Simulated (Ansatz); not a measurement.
# Si: the cost of one run

Computed with Ansatz 0.2.0 (DFT r2SCAN, scalar-relativistic, plane waves, PAW, unless a step's input says otherwise).

**1. The system as given**

The structure is tetragonal, space group I4_1/amd (No. 141). The conventional cell has a = 4.743 Å, b = 4.743 Å, c = 2.659 Å, α = 90.00°, β = 90.00°, γ = 90.00°. Around Si (site symmetry -4m2) lie 6 Si at 2.46 to 2.66 Å.

Structure file:

```cif
data_structure
_symmetry_space_group_name_H-M 'I4_1/amd:1'
_symmetry_Int_Tables_number 141
_cell_length_a 4.7427
_cell_length_b 4.7427
_cell_length_c 2.6585
_cell_angle_alpha 90.000
_cell_angle_beta 90.000
_cell_angle_gamma 90.000
_cell_volume 59.80
loop_
_atom_site_label
_atom_site_type_symbol
_atom_site_symmetry_multiplicity
_atom_site_Wyckoff_symbol
_atom_site_fract_x
_atom_site_fract_y
_atom_site_fract_z
_atom_site_occupancy
Si1 Si 4 b 0.00000 0.50000 0.75000 1
```

It goes back to an entry of the Materials Project, which need not be the stable form.

The cell is taken as given, not relaxed at this level.

**2. Zero of the scan**

Contents of input.yaml:

```yaml
crystal:
  lattice:
    - [-2.3713723045, 2.3713723045, 1.3292653899]
    - [2.3713723045, -2.3713723045, 1.3292653899]
    - [2.3713723045, 2.3713723045, -1.3292653899]
  atoms:
    - { symbol: Si, position: [0.25, 0.75, 0.5] }
    - { symbol: Si, position: [0.5, 0.5, 0.0] }
basis:
  ecutwfc: 500
kpoints:
  mp_grid: { grid: [22, 22, 22] }
hamiltonian:
  xc: r2scan
scf:
  occupations: { method: gaussian, width: 0.15 }
output:
  forces: true
  stress: true
  eigenvalues: true
  write_density: true
  write_potential: true
  elf: true
  volumetric_format: npy
```

The run is started by

```sh
$ ansatz run input.yaml --threads 1 --pin off --max-ram 2560MiB --backend cpu --events-out ev --progress --plain --runs-dir out
```

**Question.** How long does this run take on 1 thread of Intel Xeon Platinum 8259CL at 2.50GHz (Skylake/Cascade Lake), shared host, and how much memory does it need?

About 39 s, with a peak of 0.66 GiB.
